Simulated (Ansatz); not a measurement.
# ZrNH+ (quartet): from Hartree-Fock to the top rungs, def2-QZVPP

The task here is to estimate one member of a computed series from the others.

Method: def2-QZVPP, core rule «outside noble gas», up to 5 orbitals frozen; program: Ansatz 0.2.0, Gaussian basis.

To be run: UHF; ROHF; CCSD(T) on UHF.

2 further runs of the same task are left out: 2 set aside as unsound or not needed.

## The system

The geometry is a PBE0/def2-TZVP stationary point (not a proven minimum) of the parent state, kept for this charge and spin. No spin-orbit coupling is included. Elements past krypton take def2 core potentials.

3 atoms, charge 1, spin multiplicity 4.

Atoms are counted from 1 here; the program's logs count them from 0.

Bond lengths: Zr1–N2 1.791 Å, N2–H3 1.011 Å. Angles: Zr1–N2–H3 180.0°.

The first run:

File in.yaml:

```yaml
crystal:
  periodic: [false, false, false]
  atoms:
    - {symbol: Zr, position_ang: [0.000000, 0.000000, 1.530732]}
    - {symbol: N, position_ang: [0.000000, 0.000000, -0.259859]}
    - {symbol: H, position_ang: [0.000000, 0.000000, -1.270873]}
basis:
  gaussian: {orbitals: "def2-QZVPP.json"}
total_charge: 1
magnetization: {spin_polarized: true, initial_magnetization: 3}
hamiltonian: {xc: hf}
output: {orbitals: {seedname: orbitals}}
```

Command:

```bash
> ansatz run in.yaml --threads 1 --pin off --events-out ev --progress --plain --max-ram 4096MiB --backend cpu
```

Steps of the session up to this table: UHF; ROHF; CCSD(T) on UHF.

One of the session's tables, all rows but one given; the rest of the session is left out.

```
  method  from UCCSD(T) (meV)
    ROHF                    ?
     UHF              +6908.9
    UMP2               +644.8
   UCCSD               +303.6
UCCSD(T)                    0
```

Q: Estimate the row for ROHF from the others.

As computed: from UCCSD(T) (meV): +7110.3. In the column «from UCCSD(T) (meV)» it is the highest.
